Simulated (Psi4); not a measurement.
# [GeH3]− (SMILES [H][Ge-]([H])[H]), step by step, part 1 of 2

Wanted: a geometry optimisation (B3LYP/pcseg-1), then the harmonic vibrations, then a single-point energy (CCSD(T)/def2-TZVP) of [GeH3]−. 

The results are computed with Psi4 1.11.

## Step 1: Starting point

[GeH3]− has 4 atoms, charge -1, and is taken as a singlet. SMILES: `[H][Ge-]([H])[H]`. Geometry: a GFN2-xTB relaxation, a rough one for these elements and not checked as a minimum. The run starts from this shape.

Bond lengths: Ge1–H2 1.752 Å, Ge1–H3 1.754 Å, Ge1–H4 1.756 Å. Angles: H2–Ge1–H3 89.1°, H2–Ge1–H4 89.3°, H3–Ge1–H4 89.6°.

## Step 2: A geometry optimisation at B3LYP/pcseg-1 (density fitting) (run 1)

calc.in reads:

```
memory 1600 mb

molecule mol {
  -1 1
  Ge    -0.007520     0.005800     0.768010
  H      1.421950    -0.031460    -0.244430
  H     -0.677460     1.249470    -0.271720
  H     -0.736970    -1.223820    -0.251850
}

set {
  basis        pcseg-1
  geom_maxiter 60
}

result, w = optimize("b3lyp", return_wfn=True)
```

Command:

```console
$ psi4 -i calc.in -o calc.out -n 1
```

calc.out:

```text
Psi4 1.11 release

gradient() will perform analytic gradient computation.

   => Loading Basis Set <=

    Name: PCSEG-1
    Role: ORBITAL
    Keyword: BASIS

         ---------------------------------------------------------
                                   SCF
                              RKS Reference
                        1 Threads,   1525 MiB Core
         ---------------------------------------------------------

  ==> Geometry <==

    Molecular point group: c1
    Full point group: C1

    Geometry (in Angstrom), charge = -1, multiplicity = 1:

       Center              X                  Y                   Z               Mass
    ------------   -----------------  -----------------  -----------------  -----------------
         GE          -0.000393989392     0.000304005777     0.040237607407    73.921177761000
         H            1.429076010608    -0.036955994223    -0.972202392593     1.007825032230
         H           -0.670333989392     1.243974005777    -0.999492392593     1.007825032230
         H           -0.729843989392    -1.229315994223    -0.979622392593     1.007825032230

  Running in c1 symmetry.

  Rotational constants: A =      2.76764  B =      2.75096  C =      2.74666 [cm^-1]
  Rotational constants: A =  82971.82956  B =  82471.74450  C =  82342.76519 [MHz]
  Nuclear repulsion =   29.605011999962702

  Charge       = -1
  Multiplicity = 1
  Electrons    = 36
  Nalpha       = 18
  Nbeta        = 18

  ==> Algorithm <==

  SCF Algorithm Type is DF.
  DIIS enabled.
  MOM disabled.
  Fractional occupation disabled.
  Guess Type is SAD.
  Energy threshold   = 1.00e-08
  Density threshold  = 1.00e-08
  Integral threshold = 1.00e-12

  ==> Primary Basis <==

  Basis Set: PCSEG-1
    Blend: PCSEG-1
    Number of shells: 20
    Number of basis functions: 42
    Number of Cartesian functions: 44
    Spherical Harmonics?: true
    Max angular momentum: 2

  ==> DFT Potential <==

   => LibXC <=

    Version 7.1.2

   => Composite Functional: B3LYP <=

    B3LYP Hyb-GGA Exchange-Correlation Functional

    Deriv               =              1
    GGA                 =           TRUE
    Meta                =          FALSE

    Exchange Hybrid     =           TRUE
    MP2 Hybrid          =          FALSE

   => Exchange Functionals <=

    0.0800   Slater exchange
    0.7200         Becke 88

   => Exact (HF) Exchange <=

    0.2000               HF

   => Correlation Functionals <=

    0.1900   Vosko, Wilk & Nusair (VWN5_RPA)
    0.8100   Lee, Yang & Parr

   => LibXC Density Thresholds  <==

    XC_HYB_GGA_XC_B3LYP:  1.00E-15

   => Molecular Quadrature <=

    Radial Scheme          =       TREUTLER
    Pruning Scheme         =           NONE
    Nuclear Scheme         =       TREUTLER

    Blocking Scheme        =         OCTREE
    BS radius alpha        =              1
    Pruning alpha          =              1
    Radial Points          =             75
    Spherical Points       =            302
    Total Points           =          87205
    Total Blocks           =            707
    Max Points             =            255
    Max Functions          =             42
    Weights Tolerance      =       1.00E-15

   => Loading Basis Set <=

    Name: (PCSEG-1 AUX)
    Role: JKFIT
    Keyword: DF_BASIS_SCF

  ==> Integral Setup <==

  DFHelper Memory: AOs need 0.005 GiB; user supplied 1.024 GiB.
  SCF_SUBTYPE=INCORE selected. In-core MEM_DF algorithm will be used.
  Using in-core AOs.

  ==> MemDFJK: Density-Fitted J/K Matrices <==

    J tasked:                   Yes
    K tasked:                   Yes
    wK tasked:                   No
    Memory [MiB]:              1048
    Algorithm:                 Core
    Schwarz Cutoff:           1E-12
    Mask sparsity (%):       0.0000
    Fitting Condition:        1E-10

   => Auxiliary Basis Set <=

  Basis Set: (PCSEG-1 AUX)
    Blend: DEF2-UNIVERSAL-JKFIT
    Number of shells: 78
    Number of basis functions: 320
    Number of Cartesian functions: 431
    Spherical Harmonics?: true
    Max angular momentum: 5

  Cached 100.0% of DFT collocation blocks in 0.093 [GiB].

  Minimum eigenvalue in the overlap matrix is 1.8399067780E-02.
  Reciprocal condition number of the overlap matrix is 4.9725078724E-03.
    Using symmetric orthogonalization.

  ==> Pre-Iterations <==

  SCF Guess: Superposition of Atomic Densities via on-the-fly atomic UHF (no occupation information).

   -------------------------
    Irrep   Nso     Nmo
   -------------------------
     A         42      42
   -------------------------
    Total      42      42
   -------------------------

  ==> Iterations <==

                           Total Energy        Delta E     RMS |[F,P]|

   @DF-RKS iter SAD: -2074.74475525261778   -2.07474e+03   0.00000e+00
   @DF-RKS iter   1: -2077.57331037543372   -2.82856e+00   2.85043e-02 ADIIS/DIIS
   @DF-RKS iter   2: -2077.65635220985405   -8.30418e-02   3.39990e-02 ADIIS/DIIS
   @DF-RKS iter   3: -2078.60858637457068   -9.52234e-01   1.72576e-03 ADIIS/DIIS
   @DF-RKS iter   4: -2078.61289809925165   -4.31172e-03   6.78771e-04 ADIIS/DIIS
   @DF-RKS iter   5: -2078.61373573987294   -8.37641e-04   1.10105e-04 ADIIS/DIIS
   @DF-RKS iter   6: -2078.61375841857125   -2.26787e-05   4.99865e-06 DIIS
   @DF-RKS iter   7: -2078.61375844689837   -2.83271e-08   5.02357e-07 DIIS
   @DF-RKS iter   8: -2078.61375844733993   -4.41560e-10   3.64256e-08 DIIS
   @DF-RKS iter   9: -2078.61375844734266   -2.72848e-12   1.62985e-08 DIIS
   @DF-RKS iter  10: -2078.61375844733993    2.72848e-12   2.84147e-09 DIIS
  Energy and wave function converged.

  ==> Post-Iterations <==

[... 34 lines left out ...]
    One-Electron Energy =               -2964.1630608262394162
[... 4 lines left out ...]
    Total Energy =                      -2078.6137584473399329
[... 135 lines left out ...]
	                                 ==> Convergence Check <==
[... 126 lines left out ...]
                           Total Energy        Delta E     RMS |[F,P]|
[... 5 lines left out ...]
   @DF-RKS iter   4: -2078.62109441663915   -3.93212e-06   3.59706e-06 DIIS
[... 4 lines left out ...]
  Energy and wave function converged.
[... 18 lines left out ...]
    Two-Electron Energy =                 922.7497675468054013
[... 18 lines left out ...]
 Dipole X            :         -0.0414503            0.0337989           -0.0076514
[... 91 lines left out ...]
	Measures of convergence in internal coordinates in au.
[... 95 lines left out ...]
   @DF-RKS iter   0: -2078.63365156146438   -2.07863e+03   3.09668e-03
[... 4 lines left out ...]
   @DF-RKS iter   5: -2078.62147374762935   -5.46106e-09   1.88569e-07 DIIS
[... 10 lines left out ...]
    Final Occupation by Irrep:
[... 12 lines left out ...]
    DFT Exchange-Correlation Energy =     -64.6454620996417333
[... 18 lines left out ...]
 Dipole Y            :          0.0216541           -0.0195976            0.0020565
[... 95 lines left out ...]
	   Step    Total Energy     Delta E     Max Force     RMS Force      Max Disp      RMS Disp
[... 91 lines left out ...]
   @DF-RKS iter   1: -2078.62173686879214   -6.35912e-04   6.06406e-05 DIIS
[... 4 lines left out ...]
   @DF-RKS iter   6: -2078.62174247080475   -1.27329e-11   1.56615e-08 DIIS
[... 18 lines left out ...]
    Nuclear Repulsion Energy =             31.9171510710996778
[... 4 lines left out ...]
    VV10 Nonlocal Energy =                  0.0000000000000000
[... 59 lines left out ...]
    Weights Tolerance      =       1.00E-15
[... 121 lines left out ...]
    Weights Tolerance      =       1.00E-15
[... 24 lines left out ...]
   @DF-RKS iter   3: -2078.62173975584392   -6.63999e-08   2.78527e-06 DIIS
[... 4 lines left out ...]
  Energy and wave function converged.
[... 18 lines left out ...]
    Two-Electron Energy =                 923.3297954156764717
[... 18 lines left out ...]
 Dipole X            :         -0.0183570            0.0166672           -0.0016897
[... 91 lines left out ...]
	Measures of convergence in internal coordinates in au.
[... 95 lines left out ...]
   @DF-RKS iter   0: -2078.61961377035550   -2.07862e+03   5.21367e-04
[... 4 lines left out ...]
   @DF-RKS iter   5: -2078.62167378874346   -1.82808e-10   1.33836e-07 DIIS
[... 15 lines left out ...]
  @DF-RKS Final Energy: -2078.62167378878166
[... 7 lines left out ...]
    Empirical Dispersion Energy =           0.0000000000000000
[... 18 lines left out ...]
 Dipole Z            :          3.3022097           -2.8227395            0.4794702
[... 96 lines left out ...]
	  Convergence Criteria     1.00e-06 *    3.00e-04 *             o    1.20e-03 *             o
[... 90 lines left out ...]
   @DF-RKS iter   2: -2078.62178578416842   -2.39094e-06   3.44808e-05 DIIS
[... 4 lines left out ...]
   @DF-RKS iter   7: -2078.62178791289853    3.63798e-12   2.09825e-09 DIIS
[... 18 lines left out ...]
    One-Electron Energy =               -2969.4309079945478516
[... 4 lines left out ...]
    Total Energy =                      -2078.6217879128985260
[... 104 lines left out ...]
	                                 ==> Convergence Check <==
[... 95 lines left out ...]
                           Total Energy        Delta E     RMS |[F,P]|
[... 5 lines left out ...]
   @DF-RKS iter   4: -2078.62181202570719   -1.47102e-08   5.24518e-07 DIIS
[... 15 lines left out ...]
  @DF-RKS Final Energy: -2078.62181202599777
[... 7 lines left out ...]
    Empirical Dispersion Energy =           0.0000000000000000
[... 18 lines left out ...]
 Dipole Z            :          3.2157353           -2.7641330            0.4516023
[... 96 lines left out ...]
	  Convergence Criteria     1.00e-06 *    3.00e-04 *             o    1.20e-03 *             o
[... 90 lines left out ...]
   @DF-RKS iter   2: -2078.62181897975870   -6.21662e-08   5.55518e-06 DIIS
[... 4 lines left out ...]
  Energy and wave function converged.
[... 18 lines left out ...]
    Virtual:

      19A      0.246289    20A      0.246349    21A      0.257456
      22A      0.479409    23A      0.479446    24A      0.523846
      25A      0.525461    26A      0.525478    27A      0.537761
[... 4 lines of this table left out ...]
      40A      2.479528    41A      2.479865    42A      2.493289

    Final Occupation by Irrep:
              A
    DOCC [    18 ]
    NA   [    18 ]
    NB   [    18 ]

  @DF-RKS Final Energy: -2078.62181903547389

   => Energetics <=

    Nuclear Repulsion Energy =             31.8770649899271312
    One-Electron Energy =               -2969.1764276548879025
    Two-Electron Energy =                 923.3181743103903045
    DFT Exchange-Correlation Energy =     -64.6406306809035271
    Empirical Dispersion Energy =           0.0000000000000000
    VV10 Nonlocal Energy =                  0.0000000000000000
    Total Energy =                      -2078.6218190354738908

Computation Completed

Properties will be evaluated at   0.000000,   0.000000,   0.000000 [a0]

Properties computed using the SCF density matrix

 Multipole Moments:

 ------------------------------------------------------------------------------------
     Multipole            Electronic (a.u.)      Nuclear  (a.u.)        Total (a.u.)
 ------------------------------------------------------------------------------------

 L = 1.  Multiply by 2.5417464519 to convert [e a0] to [Debye]
 Dipole X            :         -0.0246811            0.0214265           -0.0032546
 Dipole Y            :          0.0272147           -0.0233418            0.0038730
 Dipole Z            :          3.2091498           -2.7610757            0.4480741
 Magnitude           :                                                    0.4481027

 ------------------------------------------------------------------------------------

	total time  =          2 seconds =       0.03 minutes

         ------------------------------------------------------------
                                   SCF GRAD
         ------------------------------------------------------------

  ==> Geometry <==

    Molecular point group: c1
    Full point group: C1

    Geometry (in Angstrom), charge = -1, multiplicity = 1:

       Center              X                  Y                   Z               Mass
    ------------   -----------------  -----------------  -----------------  -----------------
         GE          -0.000274223876     0.000298736425     0.035337270018    73.921177761000
         H            1.363785717463    -0.038053960445    -0.852702928984     1.007825032230
         H           -0.645600423068     1.182884992872    -0.879021164638     1.007825032230
         H           -0.698071731782    -1.166742522713    -0.860166894433     1.007825032230

  Nuclear repulsion =   31.877064989927131

   => Molecular Quadrature <=

    Radial Scheme          =       TREUTLER
    Pruning Scheme         =           NONE
    Nuclear Scheme         =       TREUTLER

    Blocking Scheme        =         OCTREE
    BS radius alpha        =              1
    Pruning alpha          =              1
    Radial Points          =             75
    Spherical Points       =            302
    Total Points           =          87156
    Total Blocks           =            715
    Max Points             =            256
    Max Functions          =             42
    Weights Tolerance      =       1.00E-15

  -Total Gradient:
     Atom            X                  Y                   Z
    ------   -----------------  -----------------  -----------------
       1        0.000034319239     0.000011240482    -0.000019915517
       2        0.000014419115    -0.000022848961     0.000020546300
       3       -0.000040055122     0.000004309585     0.000001532984
       4       -0.000012346968     0.000006349730    -0.000005285986

	total time  =          1 seconds =       0.02 minutes

    			-----------------------------------------

    			 OPTKING 3.0: for geometry optimizations

    			        with contributions from

    			-----------------------------------------

	                            ===> Fragment 1 <==

	 Z (Atomic Numbers)          Masses                          Geom
	      32.000000            73.921178         -0.00051821  0.00056453  0.06677776
	       1.000000             1.007825          2.57718150 -0.07191156 -1.61137500
	       1.000000             1.007825         -1.22000799  2.23532867 -1.66110926
	       1.000000             1.007825         -1.31916439 -2.20482383 -1.62547985

	 - Coordinate -           - BOHR/RAD -       - ANG/DEG -
	 R(1,2)           =         3.076684           1.628111
	 R(1,3)           =         3.076836           1.628191
	 R(1,4)           =         3.076736           1.628138
[... 5 lines of this table left out ...]
	 O(4,1,2,3)       =        -1.509999         -86.516592

	        --- Internal Coordinate Step in ANG or DEG, aJ/ANG or AJ/DEG ---
	-------------------------------------------------------------------------------
	           Coordinate      Previous         Force          Change          New
	           ----------      --------        ------          ------        ------
	               R(1,2)       1.62811       -0.00001        0.00001       1.62812
	               R(1,3)       1.62819       -0.00014       -0.00009       1.62810
	               R(1,4)       1.62814       -0.00003       -0.00002       1.62812
[... 5 lines of this table left out ...]
	           O(4,1,2,3)     -86.51659        0.00000        0.01323     -86.50336
	-------------------------------------------------------------------------------

	                                 ==> Convergence Check <==

	Measures of convergence in internal coordinates in au.

	Criteria marked as inactive (o), active & met (*), and active & unmet ( ).

	----------------------------------------------------------------------------------------------
	   Step    Total Energy     Delta E     Max Force     RMS Force      Max Disp      RMS Disp
	----------------------------------------------------------------------------------------------
	  Convergence Criteria     1.00e-06 *    3.00e-04 *             o    1.20e-03 *             o
	----------------------------------------------------------------------------------------------
	     9   -2078.62181904   -7.01e-06      6.02e-05 *    2.96e-05 o    9.59e-04 *    4.58e-04 o  ~
	----------------------------------------------------------------------------------------------

Next Geometry in Ang
	Fragment 1 (Ang)

	   Ge  -0.0005553238   0.0001215285   0.0354695411
	    H   1.3633340203  -0.0376362015  -0.8528763101
	    H  -0.6449280449   1.1829660835  -0.8790704378
	    H  -0.6980113129  -1.1670641644  -0.8600765113

    Final optimized geometry and variables:
    Molecular point group: c1
    Full point group: C1

    Geometry (in Angstrom), charge = -1, multiplicity = 1:

    GE          -0.000274223876     0.000298736425     0.035337270018
    H            1.363785717463    -0.038053960445    -0.852702928984
    H           -0.645600423068     1.182884992872    -0.879021164638
    H           -0.698071731782    -1.166742522713    -0.860166894433

    Psi4 run time: 0:00:26.14

[set-up sections that repeat, and orbital energies of the middle runs, are left out above]
```

Standard output:

```text
Optimizer: Optimization complete!
```

Wall time 28 s (1 thread of AMD EPYC 7R43 (Zen 3), shared host); peak memory 0.33 GiB.

Steps, from the record of the run:

```tsv
step	energy from the first frame kept (eV)	largest force (eV/Å)
0	0.0000	2.0253
1	-0.1996	0.7204
2	-0.2099	0.2014
3	-0.2173	0.1030
4	-0.2172	0.0971
5	-0.2154	0.1702
6	-0.2185	0.0742
7	-0.2191	0.0275
8	-0.2193	0.0021
```

After the run. Bond lengths: Ge1–H2 1.628 Å, Ge1–H3 1.628 Å, Ge1–H4 1.628 Å. Angles: H2–Ge1–H3 92.5°, H2–Ge1–H4 92.4°, H3–Ge1–H4 92.4°.

(Continued in part 2 of 2.)
